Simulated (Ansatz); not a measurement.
# CH₈B₂SSi: a ladder of functionals and wavefunction methods

One table from this session's results is given with a row withheld; the runs are named, their logs left out.

Program: Ansatz 0.2.0, Gaussian basis. Level of theory: functionals in def2-TZVPP, the program's frozen cores in correlated methods. These are calculated values, not measurements.

Plan: PBE-D4, r2SCAN-D4, PBE0-D4, B3LYP-D4, ωB97X-V, ωB97M-V, B2PLYP; CCSD(T)/def2-TZVPP; MP2/def2-QZVPP; extrapolation to the limit.

## Structure used throughout

All runs share one geometry, relaxed beforehand with PBE0-D4 in a triple-zeta def2 set.

13 atoms, charge 0, spin multiplicity 1.

Atoms are counted from 1 here; the program's logs count them from 0.

Bond lengths: C1–B2 1.563 Å, C1–H6 1.104 Å, C1–H7 1.092 Å, C1–H8 1.092 Å, B2–Si3 2.029 Å, B2–B4 1.648 Å, Si3–H9 1.492 Å, Si3–H10 1.494 Å, Si3–H11 1.489 Å, B4–S5 1.778 Å, B4–H12 1.199 Å, S5–H13 1.346 Å. Angles: B2–C1–H6 103.4°, B2–C1–H7 115.2°, B2–C1–H8 115.6°, H6–C1–H7 106.0°, H6–C1–H8 105.6°, H7–C1–H8 109.9°, C1–B2–Si3 118.1°, C1–B2–B4 124.5°, Si3–B2–B4 117.4°, B2–Si3–H9 111.6°, B2–Si3–H10 106.7°, B2–Si3–H11 114.9°, H9–Si3–H10 107.4°, H9–Si3–H11 108.2°, H10–Si3–H11 107.7°, B2–B4–S5 124.4°, B2–B4–H12 123.1°, S5–B4–H12 112.5° and more.

The first run:

in.yaml reads:

```yaml
crystal:
  periodic: [false, false, false]
  atoms:
    - {symbol: C, position_ang: [-0.326065, 0.735722, 1.507337]}
    - {symbol: B, position_ang: [0.200490, 0.172351, 0.147732]}
    - {symbol: Si, position_ang: [0.337392, -1.840644, -0.062768]}
    - {symbol: B, position_ang: [0.623116, 1.101457, -1.145933]}
    - {symbol: S, position_ang: [-0.515445, 1.676553, -2.384606]}
    - {symbol: H, position_ang: [-1.415446, 0.812079, 1.347378]}
    - {symbol: H, position_ang: [0.012717, 1.743741, 1.755430]}
    - {symbol: H, position_ang: [-0.200999, 0.077575, 2.370166]}
    - {symbol: H, position_ang: [-0.728087, -2.547370, 0.707043]}
    - {symbol: H, position_ang: [1.652371, -2.244175, 0.520707]}
    - {symbol: H, position_ang: [0.296867, -2.328646, -1.468575]}
    - {symbol: H, position_ang: [1.753924, 1.426692, -1.376178]}
    - {symbol: H, position_ang: [-1.670334, 1.179863, -1.902934]}
basis:
  gaussian: {orbitals: def2-TZVPP}
hamiltonian: {xc: pbe, dispersion: d4}
output: {forces: true, orbitals: {seedname: orbitals}}
```

Launch:

```bash
> ansatz run in.yaml --threads 4 --pin off --events-out ev --progress --plain --max-ram 10444MiB
```

Steps of the session up to this table: PBE-D4 (GGA); r2SCAN-D4 (meta-GGA); PBE0-D4 (hybrid); B3LYP-D4 (hybrid); ωB97X-V (range-separated); ωB97M-V (range-separated); B2PLYP (double hybrid); CCSD(T) in def2-TZVPP; MP2 in def2-QZVPP.

One of the session's tables, all rows but one given; the rest of the session is left out.

It belongs to the step «Atomisation energies». 

```
            method  atomisation energy (eV)
            PBE-D4                   46.545
         r2SCAN-D4                   46.399
           PBE0-D4                        ?
          B3LYP-D4                   46.140
           ωB97X-V                   46.232
           ωB97M-V                   46.183
            B2PLYP                   45.476
     HF/def2-TZVPP                   35.419
    MP2/def2-TZVPP                   45.013
   CCSD/def2-TZVPP                   44.233
CCSD(T)/def2-TZVPP                   44.760
           MP2/CBS                   46.011
       CCSD(T)/CBS                   45.757
```

Estimate the missing values for PBE0-D4.

The run gave: atomisation energy (eV): 46.197. In the column «atomisation energy (eV)» it lies between ωB97M-V (46.183) and ωB97X-V (46.232).

Caveats from the session: Free atoms (1 C, 2 B, 1 Si, 1 S, 8 H) were run apart at each level; the atomisation energy is their sum less the molecule, without zero-point or spin-orbit terms.
